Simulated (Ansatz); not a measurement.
**BPH6 (SMILES [BH3-][PH3+]): HSE06/def2-SVPD**

What is the electronic atomisation energy of BPH6 at HSE06/def2-SVPD? 

Program for the calculation: Ansatz 0.2.0.

48 further runs of the same task are left out: 48 set aside as unsound or not needed.

## Step 1: The molecule

BPH6: 8 atoms, total charge 0, spin state singlet. As SMILES, `[BH3-][PH3+]`. Geometry: relaxed at PBE0-D4/def2-TZVP.

Bond lengths: B1–P2 1.910 Å, B1–H3 1.209 Å, B1–H4 1.209 Å, B1–H5 1.209 Å, P2–H6 1.408 Å, P2–H7 1.409 Å, P2–H8 1.408 Å. Some angles: B1–P2–H6 118.0°, B1–P2–H7 118.1°, B1–P2–H8 118.0°, P2–B1–H3 103.8°, P2–B1–H4 103.8°, P2–B1–H5 103.8°, H6–P2–H7 99.7°, H6–P2–H8 99.7°, H7–P2–H8 99.7°, H3–B1–H4 114.5°.

## Step 2: A single-point energy at HSE06/def2-SVPD

File molecule.yaml:

```yaml
crystal:
  periodic: [false, false, false]
  atoms:
    - symbol: B
      position_ang: [-0.556100, 0.227200, -0.914000]
    - symbol: P
      position_ang: [0.433900, -0.181600, 0.667700]
    - symbol: H
      position_ang: [-1.693400, 0.343100, -0.520100]
    - symbol: H
      position_ang: [-0.367800, -0.730200, -1.628000]
    - symbol: H
      position_ang: [-0.055500, 1.254200, -1.309900]
    - symbol: H
      position_ang: [0.418800, 0.755700, 1.718800]
    - symbol: H
      position_ang: [1.823100, -0.380300, 0.547100]
    - symbol: H
      position_ang: [0.089200, -1.345200, 1.382600]
basis:
  gaussian: {orbitals: def2-SVPD}
hamiltonian: {xc: {name: HSE06}}
accuracy: high
output: {orbitals: {seedname: orbitals}}
```

Launch:

```sh
$ ansatz run molecule.yaml --threads 1 --pin off --max-ram 3480MiB --events-out events.jsonl --progress --plain --runs-dir runs
```

What it wrote:

```text
Warning: RAYON_NUM_THREADS=1 ignored (pool sized by the plan → 1); use --threads N
Functional definition: HSE06
  name "HSE06"
  parameter a = 0.25
  parameter omega = 0.11/bohr
  exchange = pbe_x - a*pbe_x_sr(omega) + a*exact_x_sr(omega)
  correlation = pbe_c
1856 factors; integrals over basis functions are off by at most 3.6e-9 eV
135 factors; integrals over basis functions are off by at most 7.9e-10 eV
mean field evaluation 1: about -10050.5380 eV, gradient 3.1e1 eV
mean field evaluation 2: about -10049.3847 eV, gradient 3.4e1 eV
mean field evaluation 4: about -10053.9169 eV, gradient 5.8e-1 eV
mean field evaluation 8: about -10053.9173 eV, gradient 5.3e-3 eV
mean field evaluation 16: about -10053.9173 eV, gradient 3.5e-8 eV
mean field -10053.91731273 eV, -369.4746464529 hartree, gradient 3.5e-8 eV, S^2 0.000000; 0 other end points of the search recorded, 0 dependent functions left out
reference -10053.91731675 eV, -369.4746466008 hartree; 13, 13 occupied and 79, 79 virtual orbitals, 1856 factors
Total energy: -10053.91731675 eV, -369.4746466008 hartree
```

It took 7.8 s on 1 thread of Intel Xeon Platinum 8259CL at 2.50GHz (Skylake/Cascade Lake), shared host; peak memory 0.28 GiB.

## Step 3: The B atom

File input.yaml:

```yaml
basis:
  gaussian:
    orbitals: def2-SVPD
crystal:
  periodic: [false, false, false]
  atoms:
    - symbol: B
      position_ang: [0.000000, 0.000000, 0.000000]
magnetization:
  spin_polarized: true
  initial_magnetization: 1
hamiltonian:
  xc: hse06
accuracy: high
```

Launch:

```sh
$ ansatz run input.yaml --threads 1 --pin off --max-ram 3480MiB --events-out events.jsonl --progress --plain --runs-dir runs
```

What it wrote:

```text
Warning: RAYON_NUM_THREADS=1 ignored (pool sized by the plan → 1); use --threads N
[... 6 set-up lines as earlier in the session ...]
161 factors; integrals over basis functions are off by at most 2.8e-9 eV
51 factors; integrals over basis functions are off by at most 6.0e-10 eV
mean field evaluation 1: about -669.0132 eV, gradient 2.5e0 eV
mean field evaluation 2: about -669.0729 eV, gradient 4.7e-1 eV
mean field evaluation 4: about -669.0693 eV, gradient 4.5e-1 eV
mean field evaluation 8: about -669.0714 eV, gradient 4.2e-4 eV
mean field evaluation 16: about -669.0714 eV, gradient 2.0e-8 eV
mean field -669.07136402 eV, -24.5879191149 hartree, gradient 2.0e-8 eV, S^2 0.753819; 0 other end points of the search recorded, 0 dependent functions left out
reference -669.07136634 eV, -24.5879192000 hartree; 3, 2 occupied and 17, 18 virtual orbitals, 161 factors
Total energy: -669.07136634 eV, -24.5879192000 hartree
```

Wall time 0.97 s (1 thread of Intel Xeon Platinum 8259CL at 2.50GHz (Skylake/Cascade Lake), shared host); peak memory 0.092 GiB.

## Step 4: The H atom

File run.yaml:

```yaml
basis:
  gaussian: {orbitals: def2-SVPD}
crystal:
  periodic: [false, false, false]
  atoms:
    - {symbol: H, position_ang: [0.000000, 0.000000, 0.000000]}
magnetization: {spin_polarized: true, initial_magnetization: 1}
hamiltonian: {xc: hse06}
accuracy: high
```

Run the same way, it converges to -0.50000 Eh (log not shown).

## Step 5: The P atom, same level

File molecule.yaml:

```yaml
crystal:
  periodic: [false, false, false]
  atoms:
    - {symbol: P, position_ang: [0.000000, 0.000000, 0.000000]}
basis:
  gaussian: {orbitals: def2-SVPD}
magnetization: {spin_polarized: true, initial_magnetization: 3}
hamiltonian: {xc: {name: HSE06}}
accuracy: high
```

Run the same way, it converges to -341.01542 Eh (log not shown).

## Step 6: What came out

Level: HSE06/def2-SVPD.

```
                     quantity          value
       molecule: total energy  -369.47465 Eh
        molecule: HOMO energy       -8.17 eV
        molecule: LUMO energy       -0.23 eV
      molecule: HOMO–LUMO gap        7.94 eV
         B atom: total energy   -24.58792 Eh
                 B atom: ⟨S²⟩          0.754
         H atom: total energy    -0.50000 Eh
                 H atom: ⟨S²⟩          0.750
         P atom: total energy  -341.01542 Eh
                 P atom: ⟨S²⟩          3.750
electronic atomisation energy      23.709 eV
```

What this shows: Taking the molecule apart into free atoms costs 23.71 eV (2288 kJ/mol), before zero-point energy and without spin-orbit coupling.
